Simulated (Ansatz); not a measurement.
**CH4AlFSe: basis-set convergence**

An exercise on one series of results from a longer session: the logs are not shown, and one member is left open.

Method: one geometry, several basis sets; program: Ansatz 0.2.0, Gaussian basis.

Levels to be run: PBE0-D4/def2-SVP; ωB97M-V/def2-SVP; PBE0-D4/def2-QZVPP; ωB97M-V/def2-QZVPP; the functionals' def2-TZVPP values are taken from earlier runs.

### The geometry

An earlier PBE0-D4 in a triple-zeta def2 set relaxation fixed the geometry.

SMILES `C[Se][AlH][F]`, 8 atoms, charge 0, spin multiplicity 1.

Atoms are counted from 1 here; the program's logs count them from 0.

Bond lengths: C1–Se2 1.967 Å, C1–H5 1.087 Å, C1–H6 1.089 Å, C1–H7 1.087 Å, Se2–Al3 2.290 Å, Al3–F4 1.647 Å, Al3–H8 1.575 Å. Angles: Se2–C1–H5 108.0°, Se2–C1–H6 111.1°, Se2–C1–H7 108.1°, H5–C1–H6 109.7°, H5–C1–H7 110.2°, H6–C1–H7 109.7°, C1–Se2–Al3 96.1°, Se2–Al3–F4 118.6°, Se2–Al3–H8 121.7°, F4–Al3–H8 119.8°.

The first run:

in.yaml

```yaml
crystal:
  periodic: [false, false, false]
  atoms:
    - {symbol: C, position_ang: [-1.028187, 0.768187, 0.603451]}
    - {symbol: Se, position_ang: [-0.110067, 0.889039, -1.131720]}
    - {symbol: Al, position_ang: [1.270719, -0.907965, -0.802419]}
    - {symbol: F, position_ang: [2.331070, -1.315224, -1.995624]}
    - {symbol: H, position_ang: [-2.090647, 0.635589, 0.413749]}
    - {symbol: H, position_ang: [-0.652770, -0.070740, 1.187848]}
    - {symbol: H, position_ang: [-0.855204, 1.696488, 1.142609]}
    - {symbol: H, position_ang: [1.227087, -1.752572, 0.526306]}
basis:
  gaussian: {orbitals: def2-SVP}
hamiltonian: {xc: pbe0, dispersion: d4}
output: {orbitals: {seedname: orbitals}}
```

Command:

```console
$ ansatz run in.yaml --threads 2 --pin off --events-out ev --progress --plain --max-ram 32768MiB --backend cpu
```

Steps of the session up to this table: PBE0-D4 in def2-SVP; ωB97M-V in def2-SVP; PBE0-D4 in def2-QZVPP; ωB97M-V in def2-QZVPP.

One table of the session follows, with a row left open; its other results are not shown here.

It belongs to the step «Functionals by basis». 

| functional | basis | HOMO (eV) |
| --- | --- | --- |
| PBE0-D4 | def2-SVP | -7.02 |
| PBE0-D4 | def2-TZVPP | -7.10 |
| PBE0-D4 | def2-QZVPP | -7.11 |
| ωB97M-V | def2-SVP | ? |
| ωB97M-V | def2-TZVPP | -9.21 |
| ωB97M-V | def2-QZVPP | -9.23 |

Q: Estimate the row for ωB97M-V, def2-SVP from the others.

**Answer.** HOMO (eV): -9.10. In the column «HOMO (eV)» it lies between ωB97M-V, def2-TZVPP (-9.21) and PBE0-D4, def2-QZVPP (-7.11).
